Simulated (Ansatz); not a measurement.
# Si2H5ClO2 (SMILES O[SiH2][SiH](O)Cl): HF/3-21G

What is the electronic atomisation energy of Si2H5ClO2 at HF/3-21G? 

The calculation is run with Ansatz 0.2.0.

45 further runs of the same task are left out: 45 set aside as unsound or not needed.

### Step 1. The structure to begin with

Si2H5ClO2 has 10 atoms, charge 0, and is taken as a singlet. As SMILES, `O[SiH2][SiH](O)Cl`. The shape is that of a PBE0-D4/def2-TZVP optimisation. This is one conformer, not always the lowest.

Bond lengths: O1–Si2 1.650 Å, Si2–Si3 2.348 Å, Si3–O4 1.649 Å, Si3–Cl5 2.066 Å, O1–H6 0.960 Å, Si2–H7 1.491 Å, Si2–H8 1.483 Å, Si3–H9 1.486 Å, O4–H10 0.960 Å. Some angles: O1–Si2–Si3 106.6°, Si2–Si3–O4 101.2°, Si2–Si3–Cl5 111.9°, O4–Si3–Cl5 110.1°, O1–Si2–H7 111.9°, O1–Si2–H8 108.3°, Si3–Si2–H7 109.2°, Si3–Si2–H8 112.4°, Si2–O1–H6 115.5°, Si2–Si3–H9 117.8°.

### Step 2. A single-point energy at HF/3-21G

run.yaml reads:

```yaml
crystal:
  periodic: [false, false, false]
  atoms:
    - {symbol: O, position_ang: [-0.930000, 0.870600, 1.737400]}
    - {symbol: Si, position_ang: [-0.447400, 1.332200, 0.228900]}
    - {symbol: Si, position_ang: [0.341100, -0.602400, -0.843800]}
    - {symbol: O, position_ang: [0.842400, -1.502200, 0.443500]}
    - {symbol: Cl, position_ang: [-1.163400, -1.590800, -1.857000]}
    - {symbol: H, position_ang: [-0.481100, 0.102500, 2.098700]}
    - {symbol: H, position_ang: [0.646000, 2.345000, 0.279800]}
    - {symbol: H, position_ang: [-1.611200, 1.931000, -0.468100]}
    - {symbol: H, position_ang: [1.430200, -0.446300, -1.842900]}
    - {symbol: H, position_ang: [1.198600, -2.379200, 0.286500]}
basis:
  gaussian:
    orbitals: 3-21G.json
hamiltonian:
  xc: hf
accuracy: high
output: {orbitals: {seedname: orbitals}}
```

The basis set 3-21G is read from a file made from the Basis Set Exchange's data (not shown).

Started as:

```
$ ansatz run run.yaml --threads 1 --pin off --max-ram 2610MiB --events-out events.jsonl --progress --plain --runs-dir runs
```

The log of the run:

```text
Warning: RAYON_NUM_THREADS=1 ignored (pool sized by the plan → 1); use --threads N
Functional definition: HF
  name "HF"
  exchange = exact_x
  correlation = 0
1526 factors; integrals over basis functions are off by at most 1.0e-8 eV
mean field evaluation 1: about -32214.2073 eV, gradient 4.2e1 eV
mean field evaluation 2: about -32214.5708 eV, gradient 4.3e1 eV
mean field evaluation 4: about -32218.1242 eV, gradient 2.2e0 eV
mean field evaluation 8: about -32218.1634 eV, gradient 1.5e-1 eV
mean field evaluation 16: about -32218.1636 eV, gradient 4.9e-8 eV
mean field -32218.16357680 eV, -1183.9956731918 hartree, gradient 4.9e-8 eV, S^2 0.000000; 0 other end points of the search recorded, 0 dependent functions left out
reference -32218.16357680 eV, -1183.9956731918 hartree; 33, 33 occupied and 34, 34 virtual orbitals, 1526 factors
Total energy: -32218.16357680 eV, -1183.9956731918 hartree
```

Run time: 1.2 s. Hardware: 1 thread of Arm Neoverse V2, shared host; peak memory 0.17 GiB.

### Step 3. The Cl atom at the same level

molecule.yaml reads:

```yaml
crystal:
  periodic: [false, false, false]
  atoms:
    - {symbol: Cl, position_ang: [0.000000, 0.000000, 0.000000]}
basis:
  gaussian:
    orbitals: 3-21G.json
magnetization:
  spin_polarized: true
  initial_magnetization: 1
hamiltonian:
  xc: hf
accuracy: high
```

The basis set 3-21G is read from a file made from the Basis Set Exchange's data (not shown).

Run the same way, it converges to -457.27655 Eh (log not shown).

### Step 4. The H atom at the same level

molecule.yaml reads:

```yaml
crystal:
  periodic: [false, false, false]
  atoms:
    - {symbol: H, position_ang: [0.000000, 0.000000, 0.000000]}
basis:
  gaussian: {orbitals: 3-21G.json}
magnetization: {spin_polarized: true, initial_magnetization: 1}
hamiltonian: {xc: hf}
accuracy: high
```

The basis set 3-21G is read from a file made from the Basis Set Exchange's data (not shown).

Run the same way, it converges to -0.49620 Eh (log not shown).

### Step 5. The O atom at the same level

in.yaml reads:

```yaml
crystal:
  periodic: [false, false, false]
  atoms:
    - {symbol: O, position_ang: [0.000000, 0.000000, 0.000000]}
basis:
  gaussian: {orbitals: 3-21G.json}
magnetization: {spin_polarized: true, initial_magnetization: 2}
hamiltonian: {xc: hf}
accuracy: high
```

The basis set 3-21G is read from a file made from the Basis Set Exchange's data (not shown).

Run the same way, it converges to -74.39366 Eh (log not shown).

### Step 6. The Si atom at the same level

molecule.yaml reads:

```yaml
crystal:
  periodic: [false, false, false]
  atoms:
    - {symbol: Si, position_ang: [0.000000, 0.000000, 0.000000]}
basis:
  gaussian:
    orbitals: 3-21G.json
magnetization:
  spin_polarized: true
  initial_magnetization: 2
hamiltonian:
  xc: hf
accuracy: high
```

The basis set 3-21G is read from a file made from the Basis Set Exchange's data (not shown).

Run the same way, it converges to -287.34443 Eh (log not shown).

### Step 7. Summary of results

Level: HF/3-21G.

| quantity | value |
| --- | --- |
| molecule: total energy | -1183.99567 Eh |
| molecule: HOMO energy | -10.93 eV |
| molecule: LUMO energy | 2.91 eV |
| molecule: HOMO–LUMO gap | 13.84 eV |
| Cl atom: total energy | -457.27655 Eh |
| Cl atom: ⟨S²⟩ | 0.750 |
| H atom: total energy | -0.49620 Eh |
| H atom: ⟨S²⟩ | 0.750 |
| O atom: total energy | -74.39366 Eh |
| O atom: ⟨S²⟩ | 2.001 |
| Si atom: total energy | -287.34443 Eh |
| Si atom: ⟨S²⟩ | 2.000 |
| electronic atomisation energy | 20.734 eV |

What this shows: Taking the molecule apart into free atoms costs 20.73 eV (478 kcal/mol), before zero-point energy and without spin-orbit coupling. Hartree–Fock lacks the correlation of the bonding pairs, which as a rule makes this value much too low; in minimal bases other errors can mask that. The basis has no polarisation functions, which makes bonds too weak.
